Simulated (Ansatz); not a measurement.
What does this script print? It uses Ansatz 0.2.0, Python API.

The script reads `POSCAR`:
```text
Sr2SO
1.0
   4.04323700    0.00000000    0.00000000
   0.00000000    4.04323700    0.00000000
   0.00000000    0.00000000    5.71800000
Sr S O
2 1 1
Direct
   0.00000000    0.00000000    0.00000000
   0.50000000    0.50000000    0.50000000
   0.00000000    0.00000000    0.50000000
   0.50000000    0.50000000    0.00000000
```

Script `sr2so_edit.py`:
```python
'''Editing single keys of the input for Sr2SO.'''

import warnings

import ansatz as az
from ase.io import read

params = {
    'filling': 'fixed',
    'xc': 'pbesol',
    'kmesh': (4, 4, 4),
}

warnings.simplefilter('ignore', az.DeckWarning)

atoms = read('POSCAR', format='vasp')
cell = az.Crystal.from_ase(atoms)

calculation = (
    cell.calculation()
    .pseudopotentials('paw')
    .occupations(params['filling'])
    .functional(params['xc'])
    .kpoints(*params['kmesh'])
    .band_table()
)
typed = calculation.input()
rows = []
for value in [4, 6, 9]:
    edited = typed.set(az.key.basis.ecutrho_ratio, value)
    rep = az.Session.from_dict(edited).plan().execute().report
    rows.append((value, rep['free_energy_ev'], rep['n_iterations'], len(rep['eigenvalues_ev'][0]) if 'eigenvalues_ev' in rep else 0))
lines = [','.join(['density ratio', 'F eV', 'iterations', 'bands listed'])] + [','.join(f'{v:.4f}' if isinstance(v, float) else str(v) for v in row) for row in rows]
print('\n'.join(lines))
with open('edit.csv', 'w') as handle:
    handle.write('\n'.join(lines) + '\n')
```

```console
$ python sr2so_edit.py
density ratio,F eV,iterations,bands listed
4,-8436.6127,7,20
6,-8436.6127,7,20
9,-8436.6127,7,20
```

Caveats:
- Total energies depend on the potentials; only differences at equal settings carry meaning. A total without «per atom» is that of the whole cell that was run.
- This cell is a computed structure, which may not be the phase found in nature.
- Wall time of the script: 8.1 s on 1 thread of Arm Neoverse V1, on a shared host, peak memory 0.42 GiB.
